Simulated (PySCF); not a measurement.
**PtS₂⁻: quartet, from a side-on start**

Where does quartet PtS₂⁻ go from a side-on start, is the end point a minimum, and what are its modes, charges and moments?

The runs use PySCF 2.14.0; B3LYP, basis Pt def2-SVPD with ECP60, S def2-SVPD, scalar-relativistic core potentials, no spin–orbit coupling, density fitting.

## Step 1: Where the work starts

3 atoms, charge -1, spin multiplicity 4.

Bond lengths: Pt1–S2 2.305 Å, Pt1–S3 2.305 Å, S2–S3 2.000 Å. Angles: S2–Pt1–S3 51.4°, Pt1–S2–S3 64.3°, Pt1–S3–S2 64.3°.

```xyz
3
charge -1 multiplicity 4
Pt    0.0000    0.0000   -0.5130
S     1.0000    0.0000    1.5640
S    -1.0000    0.0000    1.5640
```

## Step 2: Side-on start, quartet: relaxation

One driver script runs all steps and calls PySCF; scf.py shows how it sets up the SCF of each step. The optimiser is the driver's own. Before each start the driver seeks the lowest SCF state from one or more starting densities and follows internal instabilities, so scf.py alone need not reach the same state.

The program finds C2v symmetry in the start, which this walk keeps.

Contents of scf.py:

```python
from pyscf import gto, scf, dft
mol = gto.M(atom='''
Pt     0.000000     0.000000    -0.512969
S      1.000000    -0.000000     1.564035
S     -1.000000     0.000000     1.564035''',
    basis={'Pt': 'def2-SVPD', 'S': 'def2-SVPD'},
    ecp={'Pt': 'def2-SVPD'},
    charge=-1, spin=3)
mf = dft.UKS(mol, xc='B3LYP')
mf.grids.atom_grid = (50, 194)
aux = {'Pt': 'def2-universal-JKFIT', 'S': 'def2-universal-JKFIT'}
mf = mf.density_fit(auxbasis=aux)
mf.kernel()
```

Steps of the walk:

```
step  energy (Eh)  change (kJ/mol)  largest symmetric gradient (Eh/bohr)
   0  -915.592958             0.00                               0.03615
   1  -915.598131           -13.58                               0.01585
   2  -915.599062           -16.03                               0.00632
   3  -915.599266           -16.56                               0.00220
   4  -915.599305           -16.66                               0.00114
   5  -915.599308           -16.67                               0.00024
   6  -915.599309           -16.67                               0.00004
```

The walk ran for 25 s (4 threads, shared host).

After 6 steps and 16.7 kJ/mol it ends at C2v: Pt–S 2.442 Å (×2), S–S 2.071 Å; Pt–S–S 64.9° (×2), S–Pt–S 50.2°.

## Step 3: Vibrations and properties at this point

On the finer grid the gradient is checked again; gradients at displacements of ±0.01 bohr then give force constants and infrared intensities.

Edit scf.py of step 2 so:

```diff
@@ -3,3 +3,3 @@
-Pt     0.000000     0.000000    -0.512969
-S      1.000000    -0.000000     1.564035
-S     -1.000000     0.000000     1.564035''',
+Pt     0.000000    -0.000000    -0.545333
+S      1.035751    -0.000000     1.664785
+S     -1.035751     0.000000     1.664785''',
@@ -10 +10 @@
-mf.grids.atom_grid = (50, 194)
+mf.grids.atom_grid = (75, 302)
```

This SCF starts from the last density.

Log of the central SCF (cycles and frontier levels):

```text
init E= -915.599343008945
[... the frontier-level lines of each cycle are left out ...]
cycle= 1 E= -915.599343002  delta_E= 6.94e-09  |g|= 0.000114  |ddm|= 0.000173
cycle= 2 E= -915.599342882986  delta_E= 1.19e-07  |g|= 0.000463  |ddm|= 0.000669
cycle= 3 E= -915.599343008906  delta_E= -1.26e-07  |g|= 3.16e-05  |ddm|= 0.000552
cycle= 4 E= -915.59934300953  delta_E= -6.24e-10  |g|= 3.73e-06  |ddm|= 3.84e-05
cycle= 5 E= -915.599343009536  delta_E= -5.91e-12  |g|= 1.8e-06  |ddm|= 4.96e-06
Extra cycle  E= -915.599343009524  delta_E= 1.18e-11  |g|= 5.99e-06  |ddm|= 9.13e-06
converged SCF energy = -915.599343009524  <S^2> = 3.7635824  2S+1 = 4.0067855
```

The whole step took 54 s.

Geometry: C2v; Pt–S 2.441 Å (×2), S–S 2.072 Å; Pt–S–S 64.9° (×2), S–Pt–S 50.2°.

Harmonic modes (main isotopes):

```
symmetry  ω (cm⁻¹)  IR (km/mol)  μ (u)
      b2        92         20.3  33.54
      a1       205          8.5  40.05
      a1       509         28.9  32.12
```

Every mode is real; the point is a minimum.

Constants and moments:

| Quantity | Value |
| --- | --- |
| Dipole moment about the centre of mass | 1.54 D |
| Highest occupied level | -0.01 eV |
| Lowest empty level | 0.88 eV |
| Rotational constants | 0.2457, 0.07167, 0.05549 cm⁻¹ |
| Zero-point energy | 4.8 kJ/mol |
| Principal polarisabilities | 81.0, 109.5, 158.3 bohr³ |
| Principal traceless quadrupole moments about the centre of mass | -11.17, 5.28, 5.89 D Å |
| Entropy at 298.15 K and 1 bar (electronic part: spin only) | 323.0 J/(mol K) |
| Heat capacity Cp at 298.15 K | 54.2 J/(mol K) |
| Enthalpy at 298.15 K above 0 K | 13.91 kJ/mol |
| Rotational symmetry number | 2 |
| Spin squared ⟨S²⟩ | 3.764 |

Charges (e) and bond orders:

```
atom  Mulliken  Löwdin  polar tensor  spin (Mulliken)  Mayer order to Pt1
 Pt1     -0.15   -0.42         -0.24             1.69                   –
S2,3     -0.43   -0.29         -0.38             0.65                0.80
```

Mulliken populations on Pt1 (outside its core potential): s 3.06, p 6.30, d 8.79, f 0.01.

## Step 4: Summary of results

| quantity | value |
| --- | --- |
| minimum | quartet, C2v |
| geometry | Pt–S 2.441 Å (×2), S–S 2.072 Å; Pt–S–S 64.9° (×2), S–Pt–S 50.2° |
| wavenumbers (cm⁻¹) | 92 (b2), 205 (a1), 509 (a1) |
| dipole moment (centre of mass) | 1.54 D |
| highest occupied, lowest empty level (either spin) | -0.01, 0.88 eV |
| polar-tensor charge of Pt1 | -0.24 e |
| zero-point energy | 4.8 kJ/mol |
| entropy at 298.15 K | 323.0 J/(mol K) |
| ⟨S²⟩ | 3.764 |

The molecule stays C2v, as typed, and the end point is a minimum. In the infrared the band at 509 cm⁻¹ (a1) leads. Most of the spin sits on Pt1 (Mulliken spin 1.69, against 3 for the whole molecule). Other starts or spin states, not run here, may lie lower. One determinant may miss the lowest occupation of an open d or f shell. Spin–orbit coupling, left out here, can matter for elements this heavy.

The search up to here took 97 s.
